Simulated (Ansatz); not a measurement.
# Li: the cost of one run

Computed with Ansatz 0.2.0 (DFT PBEsol, scalar-relativistic, unless a step's input says otherwise).

### 1 The system as given

Symmetry: Im-3m, No. 229, cubic system. Conventional cell: a = 3.500 Å, b = 3.500 Å, c = 3.500 Å, α = 90.00°, β = 90.00°, γ = 90.00°. Li (site symmetry m-3m) has 8 Li at 3.03 Å as nearest neighbours.

Coordinates:

```
Li
1.0
    -1.75000    1.75000    1.75000
     1.75000   -1.75000    1.75000
     1.75000    1.75000   -1.75000
Li
1
Direct
  0.00000 0.00000 0.00000
```

### 2 After the deformation

Space group Im-3m before, R-3m after.

### 3 All-electron LAPW

input.yaml

```yaml
crystal:
  lattice:
    - [-1.7325, 1.75, 1.75]
    - [1.75, -1.7325, 1.75]
    - [1.75, 1.75, -1.7325]
  atoms:
    - { symbol: Li, position: [0.0, 0.0, 0.0] }
kpoints:
  mp_grid: { grid: [15, 15, 15] }
  band_path:
    path:
      - [0.0, 0.0, 0.0]
      - [0.0, 0.0, 0.5]
      - [-0.5, 0.5, 0.5]
      - [-0.7474684983, 0.2525315017, 0.2525315017]
      - [0.2525315017, 0.2525315017, 0.2525315017]
      - [0.0, 0.0, 0.0]
      - [-0.5, 0.0, 0.5]
    npoints: 5
scf:
  occupations: { method: fermi_dirac, width: 0.08 }
hamiltonian:
  xc: pbesol
  pseudopotentials: { kind: all_electron, lapw: { basis_error: 0.00025 } }
output:
  forces: true
  stress: true
  eigenvalues: true
```

Started as:

```console
$ ansatz run input.yaml --threads 1 --pin off --max-ram 3072MiB --backend cpu --events-out ev --progress --plain --runs-dir out
```

**Question.** How long does this run take on 1 thread of Intel Xeon 6975P-C (Granite Rapids), shared host, and how much memory does it need?

About 3 s, with a peak of 0.25 GiB.
